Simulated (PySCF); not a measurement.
# Tl(NC): forces at shaken geometries

How stiff is Tl(NC)? Its atoms are displaced at random by several amounts. It is a constructed species; whether it can be made isn't addressed.

Computed with PySCF 2.14.0. Level: PBE, Tl def2-SVP with ECP60, N def2-SVP, C def2-SVP; scalar-relativistic core potentials, no spin–orbit coupling.

3 further runs of the same task are left out: 2 for a known fault of the program, 1 that didn't finish.

## Step 1: The system as given

3 atoms, charge 0, spin multiplicity 1.

Bond lengths: Tl1–N2 2.303 Å, N2–C3 1.195 Å. Angles: Tl1–N2–C3 180.0°.

Geometry (Å):

```xyz
3
charge 0, multiplicity 1
Tl    0.0000    0.0000   -0.2410
N     0.0000    0.0000    2.0618
C     0.0000    0.0000    3.2565
```

Formal oxidation states: Tl +1. An earlier session relaxed this geometry at PBE, Tl def2-SVP with ECP60, N def2-SVP, C def2-SVP (singlet, point group C∞v).

Its energy there is -265.215661 Eh.

## Step 2: Atoms moved at random, σ = 0.03 Å

The input, run.py (the lines that set the calculation):

```python
mol = gto.M(atom='''
Tl     0.01542     0.00611    -0.25879
N     -0.00941     0.02830     2.10148
C     -0.00601    -0.03441     3.23458''',
    basis={'Tl': 'def2-SVP', 'N': 'def2-SVP', 'C': 'def2-SVP'},
    ecp={'Tl': 'def2-SVP'},
    charge=0, spin=0)
mf = dft.RKS(mol, xc='PBE')
mf.grids.atom_grid = (50, 194)
mf = mf.density_fit()  # fitting sets: Tl def2-universal-JKFIT, N def2-universal-JKFIT, C def2-universal-JKFIT
mf.conv_tol = 1e-08; mf.max_cycle = 55
mf.kernel(dm0)  # dm0: the density of the relaxed state
```

Run with:

```bash
OMP_NUM_THREADS=2 python run.py
```

## Step 3: Atoms moved at random, σ = 0.06 Å

Edit run.py (the lines that set the calculation) of step 2 so:

```diff
@@ -1,5 +1,5 @@
 mol = gto.M(atom='''
-Tl     0.01542     0.00611    -0.25879
-N     -0.00941     0.02830     2.10148
-C     -0.00601    -0.03441     3.23458''',
+Tl     0.04934     0.01035    -0.29020
+N     -0.08530    -0.00843     2.10307
+C      0.03596    -0.00193     3.26441''',
     basis={'Tl': 'def2-SVP', 'N': 'def2-SVP', 'C': 'def2-SVP'},
```

## Step 4: Atoms moved at random, σ = 0.03 Å

Edit run.py (the lines that set the calculation) of step 3 so:

```diff
@@ -1,5 +1,5 @@
 mol = gto.M(atom='''
-Tl     0.04934     0.01035    -0.29020
-N     -0.08530    -0.00843     2.10307
-C      0.03596    -0.00193     3.26441''',
+Tl    -0.00347    -0.02840    -0.21598
+N     -0.01419     0.02265     2.07582
+C      0.01766     0.00576     3.21744''',
     basis={'Tl': 'def2-SVP', 'N': 'def2-SVP', 'C': 'def2-SVP'},
```

**Question.** What will these runs give? Wanted: for each run, σ; energy rise; harmonic estimate −½ F·u; largest force component.

**Answer**, as computed:

| σ (Å) | energy rise (eV) | harmonic estimate −½ F·u (eV) | largest force component (eV/Å) |
| --- | --- | --- | --- |
| 0.03 | 0.217 | 0.224 | 7.71 |
| 0.06 | 0.073 | 0.064 | 3.58 |
| 0.03 | 0.157 | 0.164 | 6.28 |

Every displacement raises the energy. For a harmonic well the rise equals −½ F·u; the two differ by at most 13 % here (a move with σ = 0.06 Å), from anharmonicity, the grid and the small forces left at the relaxed point. The bases are small and lack diffuse functions. Spin–orbit coupling is left out.
